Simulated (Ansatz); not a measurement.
## AgPt3 and its elements: a formation energy from the elements, step by step

Program: Ansatz 0.2.0, Python API.

Typed at the interpreter:
```pycon
>>> from collections import Counter
>>> import warnings
>>> import ansatz as az
>>> import numpy as np
>>> PHASES = {
...     'AgPt3': (
...         [(3.9, 0.0, 0.0), (0.0, 3.9, 0.0), (0.0, 0.0, 3.9)],
...         [
...             ('Ag', (0.0, 0.0, 0.0)),
...             ('Pt', (0.0, 0.5, 0.5)),
...             ('Pt', (0.5, 0.0, 0.5)),
...             ('Pt', (0.5, 0.5, 0.0)),
...         ],
...     ),
...     'Ag': (
...         [(0.0, 2.04275, 2.04275), (2.04275, 0.0, 2.04275), (2.04275, 2.04275, 0.0)],
...         [
...             ('Ag', (0.0, 0.0, 0.0)),
...         ],
...     ),
...     'Pt': (
...         [(0.0, 1.9609, 1.9609), (1.9609, 0.0, 1.9609), (1.9609, 1.9609, 0.0)],
...         [
...             ('Pt', (0.0, 0.0, 0.0)),
...         ],
...     ),
... }
>>> def build(vectors, sites):
...     crystal = az.Crystal(lattice=az.Lattice.of(vectors))
...     for symbol, position in sites:
...         crystal = crystal.atom(symbol, position)
...     return crystal
...
>>> def run_phase(name, crystal):
...     calc = (
...         crystal.calculation()
...         .scf(tolerance=1e-09)
...         .functional('pbesol')
...         .basis(500)
...         .kpoints(spacing=0.14)
...         .occupations('fermi_dirac', width=0.05)
...         .stress()
...     )
...     calc = calc.relax(force_tolerance=0.03, max_steps=40, cell=True)
...     return calc.run(threads=1, pin='off')
...
>>> def counts(outcome):
...     return Counter(site.symbol for site in outcome.lattice.sites)
...
>>> def formation_energy(outcome, mu):
...     n = counts(outcome)
...     return (outcome.report['energy_sigma0_ev'] - sum(k * mu[element] for element, k in n.items())) / sum(n.values())
...
>>> def volume_per_atom(outcome):
...     return abs(np.linalg.det(outcome.lattice.cell_ang)) / len(outcome.lattice.sites)
...
>>> warnings.simplefilter('ignore', az.DeckWarning)
>>> phases = {name: build(*cell) for name, cell in PHASES.items()}
>>> done = {}
>>> for name, crystal in phases.items():
...     done[name] = run_phase(name, crystal)
...     print(f'{name}: {done[name].report["energy_sigma0_ev"]:.4f} eV, {len(done[name].lattice.sites)} atoms')
...
AgPt3: -44673.6041 eV, 4 atoms
Ag: -7522.2511 eV, 1 atoms
Pt: -12383.8222 eV, 1 atoms
>>> references = {'Ag': 'Ag', 'Pt': 'Pt'}
>>> mu = {element: done[name].report['energy_sigma0_ev'] / len(done[name].lattice.sites) for element, name in references.items()}
>>> target = done['AgPt3']
>>> heat = formation_energy(target, mu)
>>> for element, value in mu.items():
...     print(f'mu({element}) = {value:.4f} eV from {references[element]}, {volume_per_atom(done[references[element]]):.2f} A^3/atom')
...
mu(Ag) = -7522.2511 eV from Ag, 16.66 A^3/atom
mu(Pt) = -12383.8222 eV from Pt, 15.04 A^3/atom
>>> print(f'formation energy of AgPt3: {heat:.4f} eV/atom = {96.4853 * heat:.1f} kJ/mol of atoms')
formation energy of AgPt3: 0.0284 eV/atom = 2.7 kJ/mol of atoms
```

The formation energy is +0.028 eV an atom (+2.7 kJ per mole of atoms), so AgPt3 lies above the reference phases, by an amount within the functional's error.

Absolute energies stand on the zero of these potentials, so only differences at equal settings mean something. The program warned that this SCF threshold is loose for forces or stresses. Spin-orbit coupling, which matters for elements this heavy, is left out. The cells come from databases of deposited and of computed structures, and not all need be stable phases. The compound is the structure given, not necessarily its lowest; energies are at zero temperature, with no correction for gases. A semilocal functional's error on such energies is often 0.05 to 0.1 eV an atom, and 0.1 to 0.3 eV against gases such as O2 or F2. The script silences the warnings on its input, which a real study should read. Run time: 70 s on 1 thread of Arm Neoverse V2 (shared host), peak memory 0.56 GiB.
